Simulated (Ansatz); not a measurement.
# GeHCl (singlet): from a generated start to a stationary point

Where does this start of GeHCl (singlet) end when it is relaxed?

Method: RKS PBE0/def2-TZVP; program: Ansatz 0.2.0, Gaussian basis.

## (1) Starting geometry

3 atoms, charge 0, spin multiplicity 1.

Atoms are counted from 1 here; the program's logs count them from 0.

Bond lengths: Ge1–Cl2 2.130 Å, Ge1–H3 1.668 Å. Angles: Cl2–Ge1–H3 95.0°.

The start was built by rule and, where that kept it together, relaxed with GFN2-xTB. Sticks and bond lists go by distance. No spin-orbit coupling is included. 

## (2) The run

Input file in.yaml:

```yaml
crystal:
  periodic: [false, false, false]
  atoms:
    - {symbol: Ge, position_ang: [-0.668968, -0.173003, -0.001532]}
    - {symbol: Cl, position_ang: [1.404538, 0.314347, 0.003109]}
    - {symbol: H, position_ang: [-1.191805, 1.411158, 0.001038]}
basis:
  gaussian: {orbitals: def2-TZVP}
hamiltonian: {xc: pbe0}
relax: {f_tol: 0.004, max_steps: 80}
```

Run with:

```console
> ansatz run in.yaml --threads 1 --pin off --events-out ev --progress --plain --max-ram 2176MiB
```

Q: Predict the outcome of this session. Wanted: energy gained; shift from the start; total energy; dipole moment.

As calculated:

```
                  quantity           value
                     steps               4
             energy gained        0.048 eV
shift from the start (rms)         0.037 Å
              total energy  -69046.5322 eV
             dipole moment          1.77 D
```

The bonds of the start are those of the end. Ge1–H3 went from 1.668 to 1.600 Å. No vibrations were run, so this is a stationary point, not a proven minimum, and this spin need not be the ground state's.
